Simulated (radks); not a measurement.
# B inside a hard spherical wall

An exercise on one series of results from a longer session: the logs are not shown, and one member is left open.

Program: radks (a radial shooting solver on a logarithmic mesh, Libxc functionals) version 1. Level of theory: non-relativistic Kohn-Sham, LDA (Slater exchange, Perdew-Wang correlation), spin-polarised, spherical densities, point nucleus; open shells are filled with parallel spins first. These are calculated values, not measurements, unless marked.

### The atom as given

| Quantity | Value |
| --- | --- |
| element | boron (Z = 5) |
| charge | 0 |
| electrons | 5 |
| configuration | [He] 2s2 2p1 |

The outer shells:

B
```
[He] core
2s [↑↓]
2p [↑ ][  ][  ]
```

The first run:

Input:

```text
Z 5
configuration [He] 2s2 2p1 3s0 3p0 3d0
relativity non-relativistic
functional lda,pw
spin polarised
nucleus point
```

Steps of the session up to this table: The free atom.

One of the session's tables, all rows but one given; the rest of the session is left out.

It belongs to the step «The free atom». Radial density 4πr²ρ:

| r (bohr) | 4πr²ρ (e/bohr) |
| --- | --- |
| 0.0100 | 0.08117 |
| 0.0148 | 0.1694 |
| 0.0220 | 0.3456 |
| 0.0323 | 0.6725 |
| 0.0477 | 1.263 |
| 0.0706 | ? |
| 0.105 | 3.463 |
| 0.155 | 4.658 |
| 0.227 | 5.021 |
| 0.336 | 3.965 |
| 0.498 | 2.079 |
| 0.736 | 0.9995 |
| 1.09 | 1.211 |
| 1.61 | 1.458 |
| 2.37 | 0.9597 |
| 3.50 | 0.3054 |
| 5.19 | 0.04219 |
| 7.67 | 0.002213 |

**Question.** Estimate the row for r (bohr) = 0.0706.

Worked estimate for «4πr²ρ (e/bohr)». A straight line through the neighbours (0.0477, 1.263) and (0.105, 3.463) gives 1.263 + (3.463 − 1.263) × (0.0706 − 0.0477) / (0.105 − 0.0477) = 2.142; a parabola fitted to 4 rows on both sides gives 2.258.

The run gave: 4πr²ρ (e/bohr): 2.205. In «4πr²ρ (e/bohr)» the line misses by -0.063 and the parabola by +0.053.

To keep in mind: Shells are not refilled when levels cross, and a hard wall is a model, not a crystal.
